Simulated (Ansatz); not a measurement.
# Te2Mo: the cost of one run

Method: DFT r2SCAN, scalar-relativistic, plane waves, PAW, in Ansatz 0.2.0.

3 further runs of the same task are left out: 3 that didn't finish.

### 1 The starting structure

Symmetry: P6_3/mmc, No. 194, hexagonal system. Conventional cell: a = 3.564 Å, b = 3.564 Å, c = 14.726 Å, α = 90.00°, β = 90.00°, γ = 120.00°. Te (site symmetry 3m) is surrounded by 3 Mo at 2.73 Å. Around Mo (site symmetry -6m2) lie 6 Te at 2.73 Å.

Coordinates:

```
CELL_PARAMETERS angstrom
3.56355 0.00000 0.00000
-1.78177 3.08612 0.00000
0.00000 0.00000 14.72622
ATOMIC_POSITIONS crystal
Te 0.33333 0.66667 0.62848
Te 0.66667 0.33333 0.12848
Te 0.33333 0.66667 0.87152
Te 0.66667 0.33333 0.37152
Mo 0.33333 0.66667 0.25000
Mo 0.66667 0.33333 0.75000
```

It is the result of an earlier relaxation at this level (volume 26.99 Å³/atom; gap on the mesh: 1.06 eV).

### 2 Volume × 0.97

Input file input.yaml:

```yaml
crystal:
  lattice:
    - [3.5275473747, 0.0, 0.0]
    - [-1.7637736874, 3.0549456396, 0.0]
    - [0.0, 0.0, 14.5774615279]
  atoms:
    - { symbol: Te, position: [0.3333333333, 0.6666666667, 0.628483958] }
    - { symbol: Te, position: [0.6666666667, 0.3333333333, 0.128483958] }
    - { symbol: Te, position: [0.3333333333, 0.6666666667, 0.871516042] }
    - { symbol: Te, position: [0.6666666667, 0.3333333333, 0.371516042] }
    - { symbol: Mo, position: [0.3333333333, 0.6666666667, 0.25] }
    - { symbol: Mo, position: [0.6666666667, 0.3333333333, 0.75] }
basis:
  ecutwfc: 500
kpoints:
  mp_grid: { grid: [12, 12, 2] }
hamiltonian:
  xc: r2scan
scf:
  occupations: { method: gaussian, width: 0.02 }
output:
  forces: true
  stress: true
  eigenvalues: true
  write_density: true
  write_potential: true
  elf: true
  volumetric_format: npy
relax:
  adjacent_minimum: "off"
  f_tol: 0.01
  max_steps: 30
  cell: { stress_tol: 0.1, fix: [volume] }
```

On the command line:

```bash
$ ansatz run input.yaml --threads 2 --pin off --max-ram 5120MiB --backend cpu --events-out ev --progress --plain --runs-dir out
```

**Question.** How long does this run take on 2 threads of Intel Xeon Platinum 8488C (Sapphire Rapids), shared host, and how much memory does it need?

About 71 s, with a peak of 0.99 GiB.
